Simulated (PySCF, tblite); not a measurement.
# C5H8BF3O: geometry, infrared bands and NMR shifts

What infrared bands and NMR shifts should C5H8BF3O (`CCB/C=C\OC(F)(F)F`) show?

The runs use tblite 0.8.0 and PySCF 2.14.0, with density-fitted response routines of our own; the level of theory stands in each step. All values are computed, except where a source is named. Atoms are numbered from 0 throughout.

## (1) The starting structure

18 atoms, charge 0, multiplicity 1; geometry from: force field or distance geometry start.

Bonds of the start (Å): C0–C1 1.53, C1–B2 1.58, B2–C3 1.59, C3–C4 1.33, C4–O5 1.40, O5–C6 1.42, C6–F7 1.38, C6–F8 1.38, C6–F9 1.39, C0–H10 1.10, C0–H11 1.11, C0–H12 1.10, C1–H13 1.11, C1–H14 1.12, B2–H15 1.19, C3–H16 1.08, C4–H17 1.09.

## (2) Relaxing the molecule with GFN2-xTB

What the job is given:

```
{"job": {"kind": "relax", "xc": "GFN2-xTB", "basis": "xTB"}, "charge": 0, "multiplicity": 1}
C      3.060500     0.090100    -0.395600
C      2.240300     0.156700     0.888700
B      0.699100    -0.082400     0.631900
C     -0.148600     0.987700    -0.182000
C     -1.453400     0.840600    -0.403100
O     -2.166100    -0.272200     0.044600
C     -3.551700    -0.427400    -0.203200
F     -3.974600    -1.610900     0.370700
F     -3.783700    -0.470900    -1.560800
F     -4.258600     0.618900     0.368000
H      4.125700     0.233500    -0.165900
H      2.730100     0.893900    -1.090800
H      2.920000    -0.893500    -0.878100
H      2.391700     1.140500     1.380400
H      2.605600    -0.627300     1.593300
H      0.159500    -1.028500     1.104500
H      0.363600     1.862200    -0.543400
H     -1.968300     1.608700    -0.971000
```

Run with:

```
> OMP_NUM_THREADS=1 python probes_run.py task.json out
```

The driver reads the jobs from task.json and runs them one after another.

**Question.** This job is followed by: GFN2-xTB harmonic vibrations, gas phase; GIAO PBE0/pcSseg-1 NMR shielding, non-relativistic, gas phase. Predict these results of the whole session: strongest single infrared mode (GFN2-xTB); zero-point energy (GFN2-xTB); ¹³C shifts against TMS (PBE0/pcSseg-1); ¹H shifts against TMS (PBE0/pcSseg-1, means over atoms taken as alike); ¹¹B shifts against BF3·OEt2 (PBE0/pcSseg-1); ¹⁷O shifts against H2O (PBE0/pcSseg-1); ¹⁹F shifts against CFCl3 (PBE0/pcSseg-1, means over atoms taken as alike).

**Answer**, as computed:

```
                                                                 quantity                                value
                                strongest single infrared mode (GFN2-xTB)                1223 cm⁻¹, 493 km/mol
                                             zero-point energy (GFN2-xTB)                        79.1 kcal/mol
                                   ¹³C shifts against TMS (PBE0/pcSseg-1)  156.6, 130.3, 123.7, 25.8, 11.6 ppm
   ¹H shifts against TMS (PBE0/pcSseg-1, means over atoms taken as alike)     7.84, 7.12, 6.29, 1.62, 1.16 ppm
                              ¹¹B shifts against BF3·OEt2 (PBE0/pcSseg-1)                             77.9 ppm
                                   ¹⁷O shifts against H2O (PBE0/pcSseg-1)                            188.2 ppm
¹⁹F shifts against CFCl3 (PBE0/pcSseg-1, means over atoms taken as alike)                            -71.1 ppm
```

Over 171 steps the energy fell by 0.587 eV; of the close pairs, O5–C6 changed most, 1.416 to 1.317 Å. All 48 modes are real, so the xTB geometry is a minimum. Unscaled tight-binding wavenumbers are off by several per cent, some by more. Its intensities can rank the bands wrongly. The most deshielded carbon is C4 (alkene carbon bearing oxygen), at 156.6 ppm: an sp2 carbon further deshielded by the attached heteroatom. At PBE0/pcSseg-1: The widest tensor belongs to C3: span 223 ppm, with a paramagnetic part of -197 ppm.
